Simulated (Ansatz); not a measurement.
**CH₇AlBGaGe: up Jacob's ladder to CCSD(T)**

One table from this session's results is given with a row withheld; the runs are named, their logs left out.

Program: Ansatz 0.2.0, Gaussian basis. Level of theory: functionals in def2-TZVPP, the program's frozen cores in correlated methods. These are calculated values, not measurements.

The runs, in order: LDA (SPW92), PBE-D4, revPBE-D4, BLYP-D4, r2SCAN-D4, B97M-V, PBE0-D4, B3LYP-D4, r2SCANh-D4, r2SCAN0-D4, HSE06-D4, BHLYP-D4, CAM-B3LYP-D4, LC-ωPBE, ωB97X-V, ωB97M-V, B2PLYP, PBE-QIDH; CCSD(T)/def2-SVP; CCSD(T)/def2-TZVPP; MP2/def2-QZVPP; extrapolation to the limit; RPA on PBE.

### The geometry

An earlier PBE0-D4 in a triple-zeta def2 set relaxation fixed the geometry.

SMILES `[GeH3][Ga]1[BH][CH2][AlH]1`, 12 atoms, charge 0, spin multiplicity 1.

Atoms are counted from 1 here; the program's logs count them from 0.

Bond lengths: Ge1–Ga2 2.428 Å, Ge1–H6 1.541 Å, Ge1–H7 1.540 Å, Ge1–H8 1.540 Å, Ga2–B3 2.106 Å, Ga2–Al5 2.499 Å, B3–C4 1.491 Å, B3–H9 1.197 Å, C4–Al5 2.042 Å, C4–H10 1.126 Å, C4–H11 1.087 Å, Al5–H12 1.591 Å. Angles: Ga2–Ge1–H6 109.8°, Ga2–Ge1–H7 110.1°, Ga2–Ge1–H8 113.7°, H6–Ge1–H7 107.4°, H6–Ge1–H8 107.8°, H7–Ge1–H8 107.8°, Ge1–Ga2–B3 149.2°, Ge1–Ga2–Al5 145.4°, B3–Ga2–Al5 64.9°, Ga2–B3–C4 107.4°, Ga2–B3–H9 128.1°, C4–B3–H9 121.6°, B3–C4–Al5 88.2°, B3–C4–H10 119.0°, B3–C4–H11 125.8°, Al5–C4–H10 74.5°, Al5–C4–H11 127.9°, H10–C4–H11 109.9° and more.

Coordinates:

| atom | x (Å) | y (Å) | z (Å) |
| --- | --- | --- | --- |
| Ge1 | -2.9769 | -0.2199 | -0.1703 |
| Ga2 | -0.5985 | 0.1228 | 0.1781 |
| B3 | 1.1993 | -0.4768 | 1.0958 |
| C4 | 2.2625 | -0.4532 | 0.0502 |
| Al5 | 1.4534 | 1.2881 | -0.6442 |
| H6 | -3.7375 | 1.0939 | 0.0935 |
| H7 | -3.2459 | -0.6237 | -1.6320 |
| H8 | -3.5844 | -1.3053 | 0.7378 |
| H9 | 1.4666 | -0.4822 | 2.2630 |
| H10 | 1.9805 | -0.6589 | -1.0204 |
| H11 | 3.3125 | -0.6857 | 0.2066 |
| H12 | 2.4685 | 2.4008 | -1.1581 |

Set-up of the first run:

in.yaml

```yaml
crystal:
  periodic: [false, false, false]
  atoms:
    - {symbol: Ge, position_ang: [-2.976916, -0.219922, -0.170269]}
    - {symbol: Ga, position_ang: [-0.598522, 0.122832, 0.178100]}
    - {symbol: B, position_ang: [1.199264, -0.476775, 1.095829]}
    - {symbol: C, position_ang: [2.262546, -0.453192, 0.050236]}
    - {symbol: Al, position_ang: [1.453386, 1.288080, -0.644233]}
    - {symbol: H, position_ang: [-3.737493, 1.093909, 0.093481]}
    - {symbol: H, position_ang: [-3.245933, -0.623703, -1.631995]}
    - {symbol: H, position_ang: [-3.584385, -1.305269, 0.737794]}
    - {symbol: H, position_ang: [1.466586, -0.482177, 2.262998]}
    - {symbol: H, position_ang: [1.980450, -0.658858, -1.020408]}
    - {symbol: H, position_ang: [3.312546, -0.685714, 0.206592]}
    - {symbol: H, position_ang: [2.468472, 2.400790, -1.158116]}
basis:
  gaussian: {orbitals: def2-TZVPP}
hamiltonian: {xc: lda}
output: {orbitals: {seedname: orbitals}}
```

Launch:

```bash
$ ansatz run in.yaml --threads 2 --pin off --events-out ev --progress --plain --max-ram 22528MiB --backend cuda --devices 0, --max-vram 18GiB
```

Steps of the session up to this table: LDA; PBE-D4 (GGA); revPBE-D4 (GGA); BLYP-D4 (GGA); r2SCAN-D4 (meta-GGA); B97M-V (meta-GGA); B3LYP-D4 (hybrid); r2SCANh-D4 (hybrid); r2SCAN0-D4 (hybrid); HSE06-D4 (hybrid); BHLYP-D4 (hybrid); CAM-B3LYP-D4 (range-separated); LC-ωPBE (range-separated); ωB97X-V (range-separated); ωB97M-V (range-separated); B2PLYP (double hybrid); PBE-QIDH (double hybrid).

One table of the session follows, with a row left open; its other results are not shown here.

It belongs to the step «Frontier levels by functional». 

```
  functional  HOMO (eV)  LUMO (eV)  gap (eV)
 LDA (SPW92)      -4.97      -3.73      1.25
      PBE-D4      -4.85      -3.52      1.34
   revPBE-D4      -4.80      -3.42      1.38
     BLYP-D4      -4.70      -3.36      1.34
   r2SCAN-D4      -5.03      -3.41      1.62
      B97M-V      -5.04      -3.47      1.56
     PBE0-D4      -5.72      -2.77      2.95
    B3LYP-D4      -5.54      -2.92      2.62
  r2SCANh-D4      -5.35      -3.13      2.21
  r2SCAN0-D4      -5.83      -2.73      3.10
    HSE06-D4      -5.34      -3.14      2.20
    BHLYP-D4      -6.46      -1.91      4.54
CAM-B3LYP-D4      -6.83      -1.74      5.09
     LC-ωPBE          ?          ?         ?
     ωB97X-V      -7.74      -0.82      6.92
     ωB97M-V      -7.57      -0.99      6.59
```

Estimate the missing values for LC-ωPBE.

The run gave: HOMO (eV): -8.01; LUMO (eV): -0.73; gap (eV): 7.28. In the column «HOMO (eV)» it is the lowest.
